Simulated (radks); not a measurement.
**Ru³⁺ in [Kr] 4d5: an all-electron calculation**

An exercise on one series of results from a longer session: the logs are not shown, and one member is left open.

Method: scalar-relativistic Kohn-Sham, AM05, spin-unpolarised, spherical densities, point nucleus. Code: radks (a radial shooting solver on a logarithmic mesh, Libxc functionals) version 1.

### The atom as given

| Item | Value |
| --- | --- |
| element | ruthenium (Z = 44) |
| charge | +3 |
| electrons | 41 |
| configuration | [Kr] 4d5 |

Outer shells as boxes (Hund's rule):

Ru³⁺
```
[Kr] core
4d [↑ ][↑ ][↑ ][↑ ][↑ ]
```

Set-up of the first run:

The run's settings:

```text
Z 44
configuration [Kr] 4d5 5s0 5p0
relativity scalar-relativistic
functional am05,am05
spin unpolarised
nucleus point
c 137.035999084
```

Command:

```console
python run_ks.py task.json out
```

The same process makes all the runs of this session.

One of the session's tables, all rows but one given; the rest of the session is left out.

It belongs to the step «Orbitals and density». Radial moments (bohr):

```
level     <r>  outermost maximum (interpolated)  90 % within  nodes
   1s       ?                                 ?            ?      ?
   2s  0.1458                             0.123        0.225      1
   2p  0.1270                            0.0983        0.207      0
   3s  0.4032                             0.362        0.595      2
   3p  0.4034                             0.355        0.608      1
   3d  0.3841                             0.301        0.611      0
   4s   1.010                             0.912         1.47      3
   4p   1.108                             0.977         1.63      2
   4d   1.436                              1.17         2.22      1
   5s   2.520                              2.29         3.61      4
   5p   2.938                              2.65         4.23      3
```

Estimate the missing values for 1s.

As computed: <r>: 0.03346; outermost maximum (interpolated): 0.0217; 90 % within: 0.0600; nodes: 0. In the column «<r>» it is the lowest.

To keep in mind: Spin polarisation and multiplet splitting are left out.
